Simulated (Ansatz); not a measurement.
Task: a single point from a YAML input of SrCaZnWO6, space group F-43m, with Ansatz's Python interface. Give the script and its output. Settings: PBE, PAW, the default cutoff (420 eV here), 4×4×4 k-points, fixed occupations.

Input file `input.yaml`:
```yaml
crystal:
  lattice:
    - [0.0, 4.008846, 4.008846]
    - [4.008846, 0.0, 4.008846]
    - [4.008846, 4.008846, 0.0]
  atoms:
    - { symbol: Sr, position: [0.25, 0.25, 0.25] }
    - { symbol: Ca, position: [0.75, 0.75, 0.75] }
    - { symbol: Zn, position: [0.0, 0.0, 0.0] }
    - { symbol: W, position: [0.5, 0.5, 0.5] }
    - { symbol: O, position: [0.74201, 0.25799, 0.25799] }
    - { symbol: O, position: [0.25799, 0.74201, 0.74201] }
    - { symbol: O, position: [0.74201, 0.74201, 0.25799] }
    - { symbol: O, position: [0.25799, 0.25799, 0.74201] }
    - { symbol: O, position: [0.25799, 0.74201, 0.25799] }
    - { symbol: O, position: [0.74201, 0.25799, 0.74201] }
kpoints:
  mp_grid: { grid: [4, 4, 4] }
hamiltonian:
  xc: pbe
scf:
  occupations: { method: fixed }
output:
  forces: true
  stress: true
  eigenvalues: true
```

`srcaznwo6_yaml_run.py`
```python
import ansatz

planned = ansatz.Session.from_deck("input.yaml").plan(threads=1, pin="off")
res = planned.execute()
rep = res.report

for key in ("converged", "n_iterations", "n_electrons", "n_kpoints", "n_pw", "n_symmetry_ops", "free_energy_ev", "fermi_energy_ev"):
    print(f"{key:18s} {rep[key]}")

gap = None if "band_edges_ev" not in rep else rep["band_edges_ev"][1] - rep["band_edges_ev"][0]
print("gap on the k mesh:", "withheld (metal, or smearing too wide to tell)" if gap is None else f"{gap:.3f} eV")
print("lowest empty less highest filled band, by band count:", round(rep["gap_by_band_count_ev"], 3), "eV")

fermi = rep["fermi_energy_ev"]
print("levels less the Fermi level (eV) at the first k-points")
for k, levels in list(zip(rep["kpoints_frac"], rep["eigenvalues_ev"]))[:4]:
    print("k = ({:.3f}, {:.3f}, {:.3f})".format(*k))
    print("   ", " ".join(f"{e - fermi:.3f}" for e in levels))

print("forces (eV/A)")
for site, force in zip(res.lattice.sites, rep["forces_ev_ang"]):
    print(f"  {site.symbol:2s} {force[0]:9.4f} {force[1]:9.4f} {force[2]:9.4f}")

print("doubts on the final state:", rep["published_state_doubts"] or "none")
print("warnings:", sorted({n["data"]["kind"] for n in res.notices if n["data"].get("severity") in ("warning", "doubt")}) or "none")
```

Output of `python srcaznwo6_yaml_run.py`:
```text
DeckWarning: basis.ecutwfc = 420 eV, auto-derived from the records' recommended cutoffs: set by Sr (normal level)
converged          True
n_iterations       7
n_electrons        82.0
n_kpoints          8
n_pw               2565
n_symmetry_ops     24
free_energy_ev     -22478.497753390802
fermi_energy_ev    8.868127600519852
gap on the k mesh: 2.792 eV
lowest empty less highest filled band, by band count: 2.792 eV
levels less the Fermi level (eV) at the first k-points
k = (0.000, 0.000, 0.000)
    -74.641 -39.932 -38.867 -38.867 -38.867 -33.114 -20.898 -20.898 -20.898 -17.755 -16.744 -16.744 -16.264 -16.264 -16.264 -15.196 -15.196 -15.196 -6.079 -5.503 -5.503 -4.835 -4.835 -4.835 -3.468 -3.468 -3.468 -3.273 -3.273 -3.273 -2.103 -2.103 -1.232 -1.232 -1.232 -0.777 -0.777 -0.777 -0.153 -0.153 -0.153 2.905 2.905 2.905 4.516 4.659 4.659 5.419 5.419 5.419
k = (0.000, 0.000, 0.250)
    -74.641 -39.932 -38.867 -38.867 -38.867 -33.113 -20.914 -20.901 -20.901 -17.651 -16.817 -16.817 -16.540 -16.228 -16.228 -15.118 -15.118 -14.974 -5.619 -5.313 -5.313 -4.789 -4.672 -4.672 -4.002 -3.926 -3.926 -3.590 -3.590 -3.276 -1.908 -1.908 -1.575 -1.501 -1.501 -1.103 -0.526 -0.526 -0.345 -0.345 -0.310 2.970 3.091 3.091 5.129 5.129 5.287 5.725 5.725 5.792
k = (0.000, 0.000, -0.500)
    -74.641 -39.933 -38.867 -38.867 -38.867 -33.112 -20.930 -20.904 -20.904 -17.507 -16.878 -16.878 -16.810 -16.201 -16.201 -15.043 -15.043 -14.796 -4.994 -4.862 -4.862 -4.639 -4.632 -4.632 -4.276 -4.276 -4.178 -4.071 -4.071 -3.904 -2.250 -1.871 -1.871 -1.516 -1.516 -0.905 -0.905 -0.875 -0.566 -0.000 0.000 3.004 3.200 3.200 5.570 5.576 5.576 6.224 6.224 6.865
k = (0.000, 0.250, 0.250)
    -74.641 -39.933 -38.867 -38.867 -38.867 -33.113 -20.917 -20.904 -20.904 -17.640 -16.938 -16.730 -16.376 -16.376 -16.302 -15.032 -15.032 -15.007 -5.919 -5.507 -5.033 -4.770 -4.554 -4.537 -4.537 -3.800 -3.800 -3.497 -3.089 -3.089 -2.225 -2.103 -1.586 -1.398 -1.398 -1.036 -1.036 -0.616 -0.594 -0.594 -0.191 2.841 3.339 3.339 5.187 5.272 5.461 5.596 5.936 5.936
forces (eV/A)
  Sr    0.0000   -0.0000   -0.0000
  Ca   -0.0000    0.0000    0.0000
  Zn    0.0000   -0.0000   -0.0000
  W    -0.0000    0.0000   -0.0000
  O     0.5609    0.0000    0.0000
  O    -0.5609   -0.0000    0.0000
  O     0.0000   -0.0000   -0.5609
  O    -0.0000    0.0000    0.5609
  O    -0.0000    0.5609    0.0000
  O     0.0000   -0.5609   -0.0000
doubts on the final state: none
warnings: none
```
(Warnings from the package without file and line, repeats left out.)

Reading the output:
- Absolute energies stand on the zero of these potentials, so only differences at equal settings mean something. A total without «per atom» is that of the cell as typed.
- No spin polarisation was allowed.
- Semilocal gaps usually lie well under measured ones.
- The computed bands are complete only to about 5.4 eV above the Fermi level.
- Only differences from the Fermi energy are physical; the zero of the scale is a convention.
- The structure comes from a database of computed cells and needn't be a stable or known phase.
- Levels are Kohn-Sham eigenvalues on this mesh, without spin-orbit coupling.
- Finished in 5.7 s on 1 thread of Arm Neoverse V2, on a shared host, peak memory 0.43 GiB.

(Lines on the test bed's own set-up are left out of the output.)
